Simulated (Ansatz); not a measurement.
**C₂HCl₅: how energies converge with the basis set**

One table from this session's results is given with a row withheld; the runs are named, their logs left out.

Program: Ansatz 0.2.0, Gaussian basis. Level of theory: one geometry, several basis sets. These are calculated values, not measurements.

The runs, in order: PBE0-D4/def2-SVP; ωB97M-V/def2-SVP; PBE0-D4/def2-QZVPP; ωB97M-V/def2-QZVPP; CCSD(T)/cc-pV(D+d)Z; CCSD(T)/cc-pV(T+d)Z; MP2/cc-pV(Q+d)Z; the functionals' def2-TZVPP values are taken from earlier runs.

## The relaxed structure

All runs share one geometry, relaxed beforehand with PBE0-D4 in a triple-zeta def2 set.

SMILES `ClC(Cl)C(Cl)(Cl)Cl`, 8 atoms, charge 0, spin multiplicity 1.

Atoms are counted from 1 here; the program's logs count them from 0.

Bond lengths: Cl1–C2 1.759 Å, C2–Cl3 1.759 Å, C2–C4 1.545 Å, C2–H8 1.088 Å, C4–Cl5 1.756 Å, C4–Cl6 1.769 Å, C4–Cl7 1.769 Å. Angles: Cl1–C2–Cl3 110.5°, Cl1–C2–C4 111.6°, Cl1–C2–H8 107.8°, Cl3–C2–C4 111.6°, Cl3–C2–H8 107.8°, C4–C2–H8 107.4°, C2–C4–Cl5 111.7°, C2–C4–Cl6 108.2°, C2–C4–Cl7 108.2°, Cl5–C4–Cl6 110.1°, Cl5–C4–Cl7 110.1°, Cl6–C4–Cl7 108.4°.

Set-up of the first run:

The input, in.yaml:

```yaml
crystal:
  periodic: [false, false, false]
  atoms:
    - {symbol: Cl, position_ang: [-1.037554, -0.212856, 1.883586]}
    - {symbol: C, position_ang: [-0.774574, 0.017582, 0.159705]}
    - {symbol: Cl, position_ang: [-1.606282, -1.227756, -0.763020]}
    - {symbol: C, position_ang: [0.730987, 0.069030, -0.183552]}
    - {symbol: Cl, position_ang: [1.539933, -1.436060, 0.219774]}
    - {symbol: Cl, position_ang: [0.893538, 0.402330, -1.912930]}
    - {symbol: Cl, position_ang: [1.457812, 1.409281, 0.712947]}
    - {symbol: H, position_ang: [-1.203860, 0.978449, -0.116511]}
basis:
  gaussian: {orbitals: def2-SVP}
hamiltonian: {xc: pbe0, dispersion: d4}
output: {orbitals: {seedname: orbitals}}
```

The run is started by

```console
$ ansatz run in.yaml --threads 2 --pin off --events-out ev --progress --plain --max-ram 32768MiB --backend cpu
```

Steps of the session up to this table: PBE0-D4 in def2-SVP; ωB97M-V in def2-SVP; PBE0-D4 in def2-QZVPP; ωB97M-V in def2-QZVPP.

One table of the session follows, with a row left open; its other results are not shown here.

It belongs to the step «Density functionals: the series». 

| functional | basis | HOMO (eV) |
| --- | --- | --- |
| PBE0-D4 | def2-SVP | -8.60 |
| PBE0-D4 | def2-TZVPP | ? |
| PBE0-D4 | def2-QZVPP | -8.77 |
| ωB97M-V | def2-SVP | -10.78 |
| ωB97M-V | def2-TZVPP | -10.96 |
| ωB97M-V | def2-QZVPP | -11.01 |

Estimate the missing values for PBE0-D4, def2-TZVPP.

As computed: HOMO (eV): -8.73. In the column «HOMO (eV)» it lies between PBE0-D4, def2-QZVPP (-8.77) and PBE0-D4, def2-SVP (-8.60).
